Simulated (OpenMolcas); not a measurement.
# A workflow on B

Wanted: a series of 9 runs (ROHF/def2-TZVP, CASSCF(3,4)/def2-TZVP, CASPT2(3,4)/def2-TZVP, CASPT2[IPEA 0](3,4)/def2-TZVP, SC-NEVPT2(3,4)/def2-TZVP, PC-NEVPT2(3,4)/def2-TZVP, MC-PDFT[tPBE](3,4)/def2-TZVP, MC-PDFT[ftPBE](3,4)/def2-TZVP, and more) of B. 

The calculation is run with OpenMolcas 26.06.

70 further runs of the same task are left out: 70 set aside as unsound or not needed.

### 1 A single-point energy at ROHF/def2-TZVP (run 1)

step1.input

```
>>> EXPORT MOLCAS_PRINT=2
&gateway
baslib
$CurrDir
coord
1
angstrom
B        0.000000       0.000000       0.000000
basis
def2-TZVP
group
NoSym
&seward
&scf
uhf
spin
2
prorbitals
1 1
&rasscf
fileorb
$Project.UnaOrb
spin
2
nactel
1 0 0
inactive
2
ras2
1
outorbitals
Canonical
orblisting
Nothing
```

The basis set def2-TZVP is read from a file made from the Basis Set Exchange's data (not shown).

Launch:

```
$ export MOLCAS_MEM=1860
$ pymolcas step1.input > step1.log
```

Standard output:

```text
--- Start Module: gateway ---
[...]
--- Stop Module: gateway /rc=_RC_ALL_IS_WELL_ ---
[...]
      Basis functions           31
[...]
--- Start Module: scf ---
[...]
       Convergence after   8 Iterations
[...]
::    Total SCF energy                                -24.5323327659
[...]
      Total spin, S                                     0.5053399173
[...]
--- Stop Module: scf /rc=_RC_ALL_IS_WELL_ ---
--- Start Module: rasscf ---
[...]
      Number of active orbitals                  1
[...]
      Spin quantum number                      0.5
[...]
      Active orbitals                            1
[...]
      Number of CSFs                             1
[...]
      Number of root(s) required                 1
[...]
      Convergence after  8 iterations
[...]
      printout of CI-coefficients larger than  0.05 for root  1
      energy=     -24.528390
      conf/sym  1     Coeff  Weight
             1  u   1.00000 1.00000
      Natural orbitals and occupation numbers for root  1
      sym 1:   1.000000
      ************************************************************************************************************************
      *                                                    Final results                                                     *
[...]
::    RASSCF root number  1 Total energy:    -24.52839039
[...]
      Total electronic charge=    5.000000
      Total            charge=   -0.000000
[...]
      Dipole Moment (debye):
      Origin of the operator (angstrom)=    0.0000    0.0000    0.0000
                   X= -2.6917E-16               Y= -2.0434E-16               Z=  1.9775E-16           Total=  3.9155E-16
      Quadrupole Moment (debye*angstrom):
[...]
--- Stop Module: rasscf /rc=_RC_ALL_IS_WELL_ ---
[...]
```

It took 3.3 s on 1 thread of AMD EPYC 7R43 (Zen 3), shared host; peak memory 0.37 GiB.

### 2 The B atom: the energy at CASSCF(3,4)/def2-TZVP (run 2)

step2.inp

```
&GATEWAY
 BasLib
 $CurrDir
 Coord
 1
 angstrom
 B        0.000000       0.000000       0.000000
 Basis
 def2-TZVP
 Group
 NoSym

&SEWARD

&RASSCF
 FileOrb
 $CurrDir/step1.RasOrb
 Spin
 2
 Nactel
 3 0 0
 Inactive
 1
 Ras2
 4
 OrbListing
 Nothing
 OrbAppear
 Compact
```

The basis set def2-TZVP is read from a file made from the Basis Set Exchange's data (not shown).

Launch:

```
$ export MOLCAS_MEM=1860
$ pymolcas step2.inp > step2.log
```

Standard output:

```text
--- Start Module: gateway ---
[...]
--- Stop Module: gateway /rc=_RC_ALL_IS_WELL_ ---
--- Start Module: seward ---
[...]
      Basis functions           31
--- Stop Module: seward /rc=_RC_ALL_IS_WELL_ ---
--- Start Module: rasscf ---
[...]
      Number of active orbitals                  4
[...]
      Spin quantum number                      0.5
[...]
      Active orbitals                            4
[...]
      Number of CSFs                            20
[...]
      Number of root(s) required                 1
[...]
      Convergence after 11 iterations
[...]
      printout of CI-coefficients larger than  0.05 for root  1
      energy=     -24.562603
      conf/sym  1111     Coeff  Weight
             1  2u00  -0.97195 0.94468
            15  0u20  -0.16631 0.02766
            18  0u02  -0.16631 0.02766
      Natural orbitals and occupation numbers for root  1
      sym 1:   1.889368   1.000000   0.055316   0.055316
      ************************************************************************************************************************
      *                                                    Final results                                                     *
[...]
::    RASSCF root number  1 Total energy:    -24.56260344
[...]
      Total electronic charge=    5.000000
      Total            charge=   -0.000000
[...]
      Dipole Moment (debye):
      Origin of the operator (angstrom)=    0.0000    0.0000    0.0000
                   X=  2.5255E-14               Y= -2.5429E-14               Z= -1.4392E-14           Total=  3.8621E-14
      Quadrupole Moment (debye*angstrom):
[...]
--- Stop Module: rasscf /rc=_RC_ALL_IS_WELL_ ---
[...]
```

It took 2.7 s on 1 thread of AMD EPYC 7R43 (Zen 3), shared host; peak memory 0.37 GiB.

Run 3 isn't shown in full; the table further down has it.

### 3 The B atom: the energy at CASPT2[IPEA 0](3,4)/def2-TZVP (run 4)

step4.inp

```
* B CASPT2

&GATEWAY
 BasLib
 $CurrDir
 Coord
 1
 angstrom
 B        0.000000       0.000000       0.000000
 Basis
 def2-TZVP
 Group
 NoSym

&SEWARD

&RASSCF
 FileOrb
 $CurrDir/step2.RasOrb
 Spin
 2
 Nactel
 3 0 0
 Inactive
 1
 Ras2
 4
 OrbListing
 Nothing
 OrbAppear
 Compact

&CASPT2
 IPEA
 0
 Imaginary
 0.1
 Frozen
 1
```

The basis set def2-TZVP is read from a file made from the Basis Set Exchange's data (not shown).

Run the same way, it converges to -24.59347 Eh (log not shown).

Runs 5 to 8 aren't shown in full; the table further down has their settings and results.

### 4 The B atom: a single-point energy at MRCI(3,4)/def2-TZVP (run 9)

step9.input

```
&GATEWAY
BasLib=$CurrDir
Coord
1
angstrom
B        0.000000       0.000000       0.000000
Basis=def2-TZVP
Group=NoSym
&SEWARD
&RASSCF
FileOrb=$CurrDir/step2.RasOrb
Spin=2
Nactel=3 0 0
Inactive=1
Ras2=4
OrbListing=Nothing
OrbAppear=Compact
&MOTRA
LumOrb
Frozen=1
&GUGA
Electrons=3
Spin=2
Inactive=0
Active=4
CIAll=1
&MRCI
SDCI
```

The basis set def2-TZVP is read from a file made from the Basis Set Exchange's data (not shown).

Launch:

```
$ export MOLCAS_MEM=1860
$ pymolcas step9.input > step9.log
```

Standard output:

```text
--- Start Module: gateway ---
[...]
--- Stop Module: gateway /rc=_RC_ALL_IS_WELL_ ---
[...]
      Basis functions           31
[...]
      Number of active orbitals                  4
[...]
      Spin quantum number                      0.5
[...]
      Active orbitals                            4
[...]
      Number of CSFs                            20
[...]
      Number of root(s) required                 1
[...]
      Convergence after  4 iterations
[...]
      printout of CI-coefficients larger than  0.05 for root  1
      energy=     -24.562603
      conf/sym  1111     Coeff  Weight
             1  2u00  -0.97195 0.94468
            15  0u20  -0.16631 0.02766
            18  0u02  -0.16631 0.02766
      Natural orbitals and occupation numbers for root  1
      sym 1:   1.889368   1.000000   0.055316   0.055316
      ************************************************************************************************************************
      *                                                    Final results                                                     *
[...]
::    RASSCF root number  1 Total energy:    -24.56260344
[...]
      Dipole Moment (debye):
      Origin of the operator (angstrom)=    0.0000    0.0000    0.0000
                   X= -7.1688E-14               Y=  1.0270E-14               Z=  6.7530E-14           Total=  9.9020E-14
      Quadrupole Moment (debye*angstrom):
[...]
      *** WARNING: Default frozen orbitals is overwritten by user input.
      *** Default values:   1
[...]
--- Start Module: guga ---
[...]
--- Stop Module: guga /rc=_RC_ALL_IS_WELL_ ---
--- Start Module: mrci ---
[...]
       (But an ACPF correction will be computed)
       USE THE DEFAULT ACPF G-VALUE GFAC=  0.66666666666666663
[...]
                      CI ENERGY:   -24.59829331
[...]
                ACPF CORRECTION:    -0.00033074
[...]
      Total electronic charge=    5.000000
      Total            charge=    0.000000
[...]
     ACPF CORRECTION:     -0.00033074
[...]
  CI State   1     Total energy:    -24.59829331     QDav:     -0.00101095     QACPF:     -0.00033074
[...]
--- Stop Module: mrci /rc=_RC_ALL_IS_WELL_ ---
[...]
```

It took 2.6 s on 1 thread of AMD EPYC 7R43 (Zen 3), shared host; peak memory 0.37 GiB.

### 5 Overview of the runs

```
run                          level   active rule  inactive  energy (Eh)  dipole moment (D) of the reference  wall time
  1                 ROHF/def2-TZVP             –         –   -24.528390                                0.00      3.3 s
  2          CASSCF(3,4)/def2-TZVP  full valence         1   -24.562603                                0.00      2.7 s
  3          CASPT2(3,4)/def2-TZVP  full valence         1   -24.589407                                0.00      2.5 s
  4  CASPT2[IPEA 0](3,4)/def2-TZVP  full valence         1   -24.593466                                0.00      2.5 s
  5       SC-NEVPT2(3,4)/def2-TZVP  full valence         1   -24.589565                                0.00      2.4 s
  6       PC-NEVPT2(3,4)/def2-TZVP  full valence         1   -24.589654                                0.00      2.5 s
  7   MC-PDFT[tPBE](3,4)/def2-TZVP  full valence         1   -24.612463                                0.00      2.7 s
  8  MC-PDFT[ftPBE](3,4)/def2-TZVP  full valence         1   -24.622341                                0.00      2.7 s
  9            MRCI(3,4)/def2-TZVP  full valence         1   -24.598293                                0.00      2.6 s
```

### 6 Results

| quantity | value |
| --- | --- |
| B atom, run 9: total energy | -24.59829 Eh |
| B atom, run 9: dipole moment (CASSCF density) | 0.00 D |

What this shows: Below the ROHF energy at the same shape and in the same basis (def2-TZVP): CASSCF(3,4) -34.2 mEh; CASPT2(3,4) -61.0 mEh; CASPT2[IPEA 0](3,4) -65.1 mEh; SC-NEVPT2(3,4) -61.2 mEh; PC-NEVPT2(3,4) -61.3 mEh; MRCI(3,4) -69.9 mEh. Active-space methods hold only the correlation inside their space unless a perturbation or CI step follows. All runs together took 24 s, the longest 3.3 s.
